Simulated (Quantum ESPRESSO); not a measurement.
## NbTe: Wannier functions under several settings

```
Te Nb
1.0
     3.70297    0.00000    0.00000
    -1.85149    3.20687    0.00000
     0.00000    0.00000    3.69421
Te Nb
1 1
Direct
  0.66667 0.33333 0.00000
  0.00000 0.00000 0.50000
```

The cell comes from a database or a generator and needn't be the stable form of this composition.

All runs used Quantum ESPRESSO 7.5; potentials GBRV 1.5 PBE; k mesh 6 × 6 × 6; given cell; no spin polarisation; cutoff 612 eV; occupations fermi-dirac, width 0.05 eV.

```tsv
level	start	Wannier mesh	spread a function (Å²)	RMS miss of the bands (meV)
PBE	atomic projections with disentanglement	5 × 5 × 4	1.53	17
PBE	atomic projections with disentanglement, not minimised	5 × 5 × 4	?	?
PBE	SCDM with an erfc weight	5 × 5 × 4	3.38	61
```

**Question.** What stands in the row left open?

**Answer.** Spread a function 2.09 Å²; RMS miss of the bands 28 meV.

Caveats: the Wannier minimisation didn't converge (some runs).

For the row left open. Caveat: the k mesh is coarse.
